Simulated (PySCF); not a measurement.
# Br3: quartet, from a equilateral triangle start

Aim: relax Br3 as a quartet from a equilateral triangle start, check by its vibrations whether the end is a minimum, and collect its spectrum and constants.

Method: PBE0, basis Br def2-TZVP, no relativity, density fitting; program: PySCF 2.14.0.

**1. Where the work starts**

3 atoms, charge 0, spin multiplicity 4.

Bond lengths: Br1–Br2 2.280 Å, Br1–Br3 2.280 Å, Br2–Br3 2.280 Å. Angles: Br2–Br1–Br3 60.0°, Br1–Br2–Br3 60.0°, Br1–Br3–Br2 60.0°.

Z-matrix (Å, degrees; charge 0 multiplicity 4):
```
Br
Br 1 2.2801
Br 2 2.2800 1 60.00
```

**2. Finding the electronic state**

The steps below are one call of a driver around PySCF. For each, scf.py gives the equivalent set-up of the SCF; relaxations use the driver's own optimiser. After this first run the driver tries any further starts and a stability analysis.

File scf.py:

```python
from pyscf import gto, scf, dft
mol = gto.M(atom='''
Br     0.000000     1.316400     0.000000
Br     1.140000    -0.658200     0.000000
Br    -1.140000    -0.658200     0.000000''',
    basis={'Br': 'def2-TZVP'},
    charge=0, spin=3)
mf = dft.UKS(mol, xc='PBE0')
mf.grids.atom_grid = (50, 194)
aux = {'Br': 'def2-universal-JKFIT'}
mf = mf.density_fit(auxbasis=aux)
mf.conv_tol = 1e-08
mf.diis_space = 10
mf.max_cycle = 60
mf.init_guess = 'minao'
mf.verbose = 4
mf.kernel()
```

The run is started by

```bash
OMP_NUM_THREADS=4 python axn.py task.json out
```

The program printed:

```text
init E= -7719.0639552088
[... the frontier-level lines of each cycle are left out ...]
cycle= 1 E= -7721.35839623317  delta_E= -2.29  |g|= 0.351  |ddm|= 1.97
cycle= 2 E= -7721.36295967982  delta_E= -0.00456  |g|= 0.288  |ddm|= 0.402
cycle= 3 E= -7721.37837758269  delta_E= -0.0154  |g|= 0.0325  |ddm|= 0.199
cycle= 4 E= -7721.37887732246  delta_E= -0.0005  |g|= 0.0121  |ddm|= 0.0456
cycle= 5 E= -7721.37895138024  delta_E= -7.41e-05  |g|= 0.00126  |ddm|= 0.0133
cycle= 6 E= -7721.37895207122  delta_E= -6.91e-07  |g|= 0.000203  |ddm|= 0.00168
cycle= 7 E= -7721.37895209336  delta_E= -2.21e-08  |g|= 3.06e-05  |ddm|= 0.000406
cycle= 8 E= -7721.37895209414  delta_E= -7.88e-10  |g|= 6.37e-06  |ddm|= 6.83e-05
Extra cycle  E= -7721.37895209419  delta_E= -4.73e-11  |g|= 6.61e-06  |ddm|= 1.46e-05
converged SCF energy = -7721.37895209419  <S^2> = 3.7570322  2S+1 = 4.0035145
```

This step, with its further starts and checks, took 38 s on 4 threads, shared host.

The starts that the driver tried:

```tsv
start	energy (Eh)
the minimal-basis guess	-7721.378952
a thermally smeared density	-7721.378952
a smeared PBE density	-7721.378952
```

No lower solution of this spin turned up from the other starts or in the test of internal stability.

**3. Relaxation: equilateral triangle start, quartet**

The program finds D3h symmetry in the start, which this walk keeps. Threshold on the gradient: 0.0003 Eh/bohr, with a further test on the energy change.

Changes to scf.py since step 2:

```diff
@@ -3,3 +3,3 @@
-Br     0.000000     1.316400     0.000000
-Br     1.140000    -0.658200     0.000000
-Br    -1.140000    -0.658200     0.000000''',
+Br     0.000018     1.316379    -0.000000
+Br     1.140009    -0.658205     0.000000
+Br    -1.140027    -0.658174    -0.000000''',
@@ -15 +14,0 @@
-mf.init_guess = 'minao'
```

Steps of the walk:

```tsv
step	energy (Eh)	change (kJ/mol)	largest symmetric gradient (Eh/bohr)
0	-7721.378952	0.00	0.18317
1	-7721.470888	-241.38	0.06032
2	-7721.487267	-284.38	0.02857
3	-7721.493272	-300.15	0.00927
4	-7721.494157	-302.47	0.00231
5	-7721.494223	-302.64	0.00027
6	-7721.494224	-302.65	0.00001
```

The walk took 58 s.

After 6 steps and 302.6 kJ/mol it ends at D3h: Br–Br 2.807 Å (×2); Br–Br–Br 60.0°.

**4. Is it a minimum? Harmonic modes**

The point is checked on the finer grid, and tightened if its gradient asks for it. The Hessian and the dipole derivatives come from central differences of analytic gradients, with steps of 0.02 bohr.

Changes to scf.py since step 3:

```diff
@@ -3,3 +3,3 @@
-Br     0.000018     1.316379    -0.000000
-Br     1.140009    -0.658205     0.000000
-Br    -1.140027    -0.658174    -0.000000''',
+Br     0.000022     1.620555    -0.000000
+Br     1.403431    -0.810297     0.000000
+Br    -1.403453    -0.810258     0.000000''',
@@ -9 +9 @@
-mf.grids.atom_grid = (50, 194)
+mf.grids.atom_grid = (75, 302)
@@ -12 +12 @@
-mf.conv_tol = 1e-08
+mf.conv_tol = 1e-10
```

The driver hands on the density of the step before, so the log starts near convergence.

SCF at the final geometry:

```text
init E= -7721.49422367266
[... the frontier-level lines of each cycle are left out ...]
cycle= 1 E= -7721.49422367265  delta_E= 1.64e-11  |g|= 5.74e-07  |ddm|= 1.1e-06
Extra cycle  E= -7721.49422367266  delta_E= -9.09e-12  |g|= 7.74e-07  |ddm|= 1.24e-06
converged SCF energy = -7721.49422367266  <S^2> = 3.7597495  2S+1 = 4.0048718
```

The whole step took 64 s.

Geometry: D3h; Br–Br 2.807 Å (×2); Br–Br–Br 60.0°.

Modes, for the most abundant isotopes:

```csv
symmetry,ω (cm⁻¹),IR (km/mol),type
e',141,0.4,mixed
a1',196,0.0,stretch
```

Every mode is real; the point is a minimum.

Constants and moments:

```yaml
Dipole_moment: 0.00 D
Highest_occupied_level: -8.17 eV
Lowest_empty_level: -5.40 eV
Rotational_constants: 0.05423, 0.05423, 0.02711 cm⁻¹
Zero-point_energy: 2.9 kJ/mol
Principal_polarisabilities: 40.4, 99.8, 99.8 bohr³
Atomisation_energy_without_zero-point_energy: 154 kJ/mol
Principal_traceless_quadrupole_moments_about_the_centre_of_mass: -4.12, 2.06, 2.06 D Å
Entropy_at_298.15_K_and_1_bar_electronic_part_spin_only: 329.1 J/(mol K)
Heat_capacity_Cp_at_298.15_K: 57.0 J/(mol K)
Enthalpy_at_298.15_K_above_0_K: 14.87 kJ/mol
Rotational_symmetry_number: 6
Spin_squared_⟨S²⟩: 3.760
```

Populations by atom (charges in e):

```
 atom  Mulliken  Löwdin  polar tensor  spin (Mulliken)  Mayer order to Br1
  Br1      0.00    0.00          0.00             1.00                   –
Br2,3      0.00    0.00          0.00             1.00                0.52
```

Mulliken populations on Br1: s 8.00, p 16.95, d 10.05, f 0.00.

**5. Fields at the lowest minimum**

The plane holds Br1 at (0.00, 0.00), Br2 at (2.81, 0.00), Br3 at (1.40, 2.43) Å. Columns run from x = -1.95 to 5.25 Å, rows from y = 4.65 (top) to -1.95 Å, in steps of 0.3 Å.

Density (cut at 5 e/Å³):

Ten steps from '0' (0.000 e/Å³) to '9' (5.000 e/Å³), finer at the low end (step k begins (100^(k/10) - 1)/99 of the way up):
```
0000000000000000000000000
0000000000000000000000000
0000000001111100000000000
0000000012233211000000000
0000000123455431100000000
0000001245676642100000000
0000001356999753200000000
0000001357999864210000000
0000001357999864210000000
0000011356899753210000000
0000112345666543211000000
0001223334444443322100000
0012345544333345543210000
0013466665333456765321000
0124679976434579986531000
0124699996544689997531000
0124699996544689997531000
0124679976434579986531000
0013466665323456765321000
0012344443212344543210000
0001122222111122322100000
0000011110000011110000000
0000000000000000000000000
```

ELF (0 where the density is under 0.005 e/Å³):

Ten even steps from '0' (0.00) to '9' (0.79):
```
0000000000010000000000000
0000000012333210000000000
0000000245666542100000000
0000002468899875310000000
0000014689999997520000000
0000025899746999631000000
0000036996263399741000000
0000026993839289731000000
0000015893759289620000000
0000002697232497310000000
0011111368867874211110000
0134665434677534566532000
1357999874222368999864100
2479996687312687589985200
2589924428624842527996310
3689647745836829383997410
3689647746836829383997410
2589924428836942527996310
1479996699625997689985200
1358999998413799999864100
0135789886201578987642000
0013456653100246665320000
0001223321000012332100000
```

Highest occupied orbital at -8.17 eV (sign arbitrary; one member if degenerate):

Ten even steps from '0' (-0.73 Å^-3/2) to '9' (0.48 Å^-3/2):
```
6665555555555555555666666
6655555555555555555566666
6655555555545555555566666
6555555554444455555566666
6555555544333455555666666
6555555543223455555666666
5555555543344556666666666
5555555554696666666666666
5555555556603876666666666
5555555667889986666666666
5555555667899876655566666
5555555567787765555566666
5555544556666544445566666
5555444456655432345666666
5554434556554322456666666
5555459666654328957776666
5555554367654337158876666
5555666777655456799876666
5566677877665567898876666
6666667776666667788776666
6666666666666666777766666
6666666666666666666666666
6666666666666666666666666
```

Values on the line from Br1 (at 0) through Br2 (at 2.807 Å):

```tsv
distance (Å)	density (e/Å³)	ELF	electrostatic potential (V)	spin density (e/Å³)
-0.98	0.584	0.779	13.6	0.17
-0.70	1.44	0.329	41.7	0.255
-0.42	12.2	0.515	149	0.0194
-0.14	218	0.255	1.47e+03	0.387
0.28	62.6	0.778	370	0.239
0.56	2.96	0.174	76.1	0.271
0.84	0.938	0.634	24	0.223
1.12	0.423	0.578	8.62	0.0531
1.40	0.28	0.283	5.21	-0.000309
1.68	0.423	0.578	8.62	0.053
1.96	0.938	0.634	24	0.223
2.25	2.96	0.174	76.1	0.271
2.53	62.6	0.778	370	0.239
2.95	218	0.255	1.47e+03	0.387
3.23	12.2	0.515	149	0.0194
3.51	1.44	0.329	41.7	0.255
3.79	0.584	0.779	13.6	0.17
4.07	0.208	0.748	4.78	0.0747
4.35	0.0705	0.597	1.86	0.0293
```

Making the fields took 3 s.

**6. What came out**

```
                                          quantity                               value
                                           minimum                        quartet, D3h
                                          geometry  Br–Br 2.807 Å (×2); Br–Br–Br 60.0°
                                wavenumbers (cm⁻¹)                 141 (e'), 196 (a1')
                                     dipole moment                              0.00 D
highest occupied, lowest empty level (either spin)                     -8.17, -5.40 eV
                        polar-tensor charge of Br1                             -0.00 e
                                 zero-point energy                          2.9 kJ/mol
                               entropy at 298.15 K                     329.1 J/(mol K)
         atomisation energy (no zero-point energy)                          154 kJ/mol
                                              ⟨S²⟩                               3.760
```

In words: The molecule stays D3h, as typed, and the end point is a minimum. Only this shape and spin were tried, so other structures or states may lie lower.

The search up to here took 2.7 min on 4 threads, shared host.
